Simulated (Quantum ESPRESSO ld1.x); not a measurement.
# Nd in [Kr] 4d10 4f4 5s1 5p6 6s2 5f1: an all-electron calculation

What are the levels of neutral neodymium, how large are its shells, and how does its energy divide?

Method: Dirac Kohn-Sham, exchange-only LDA, spin-unpolarised, spherical densities, point nucleus; open shells fill j = l - 1/2 first. Code: Quantum ESPRESSO ld1.x 7.5.

## (1) The system

- element: neodymium (Z = 60)
- charge: 0
- electrons: 60
- configuration: [Kr] 4d10 4f4 5s1 5p6 6s2 5f1

## (2) The calculation

The input, ld1.in:

```fortran
 &input
    atom='Nd',
    iswitch=1,
    rel=2,
    dft='SLA-NOC',
    config='[Kr] 4d10 4f4 5s1 5p6 6s2 5f1 5d0 6p0',
    rel_dist='energy',
    verbosity='high',
    lsmall=.true.,
    prefix='ld1',
    max_out_wfc=37,
    file_charge='ld1.rho',
 /
```

Q: Predict the outcome of this run.

The runs gave:

```
                        quantity                   value
                    total energy        -9615.54 hartree
exchange-correlation share of it                  2.18 %
                            −T/E                  1.0787
          highest occupied level        5f5/2, -0.185 eV
    most extended occupied level  5f5/2, <r> = 19.2 bohr
 radius at density 0.001 e/bohr³               5.04 bohr
    maxima of the radial density                       5
```

6 principal shells are occupied and 5 maxima appear in the radial density; where shells overlap, one shows as a shoulder or not at all. −T/E is 1.079: with relativity the kinetic term as defined here no longer equals −E. This is not the tabulated ground configuration, so its levels and sizes aren't those of the ground state, and no measured value stands beside it.
